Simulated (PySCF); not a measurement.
# AsPb: from the state search to spectroscopic constants

An exercise on one series of results from a longer session: the logs are not shown, and one member is left open.

Method: As cc-pVDZ-PP with ECP10, Pb cc-pVDZ-PP with ECP60, scalar-relativistic core potentials; program: PySCF 2.14.0.

Set-up of the first run:

A driver script around PySCF takes these settings:

- atoms: As, Pb
- charge: 0
- basis: As cc-pVDZ-PP with ECP10, Pb cc-pVDZ-PP with ECP60
- Hamiltonian: scalar-relativistic core potentials
- basis functions: 46
- electrons treated: 45
- masses in u: 74.9216, 207.9766
- levels: PBE0, PBE, r²SCAN, MN15, B3LYP, BLYP, LC-ωPBE, HF, MP2, SCS-MP2
- grid: 80 radial by 434 angular points
- occupations: held fixed by the projection of orbital angular momentum
- dissociation limit: As + Pb, each in its ground configuration
- starting distance in angstrom: 2.570
- values of 2S to try: 1, 3, 5

Launch:

```sh
$ OMP_NUM_THREADS=1 python dia.py task.json out
```

Steps of the session up to this table: The job; First curve: PBE0; Excited determinants; PBE; r²SCAN (meta-GGA); MN15 (hybrid meta-GGA); B3LYP; BLYP; LC-ωPBE (range-separated hybrid); UHF (mean field).

One table of the session follows, with a row left open; its other results are not shown here.

| level | Re (Å) | ωe (cm⁻¹) | De (eV) | μ (D) |
| --- | --- | --- | --- | --- |
| PBE | 2.558 | 237.5 | 2.68 | 2.16 |
| BLYP | 2.588 | 227.8 | 2.74 | 2.01 |
| r²SCAN | 2.534 | 239.0 | 2.33 | 2.38 |
| B3LYP | 2.547 | 242.5 | 2.47 | 2.24 |
| PBE0 | 2.522 | 244.2 | 2.28 | 2.42 |
| MN15 | ? | ? | ? | ? |

Q: Estimate the row for MN15 from the others.

**Answer.** Re (Å): 2.521; ωe (cm⁻¹): 236.5; De (eV): 2.19; μ (D): 1.92. In the column «Re (Å)» it is the lowest.

De is counted to As + Pb in their ground configurations.
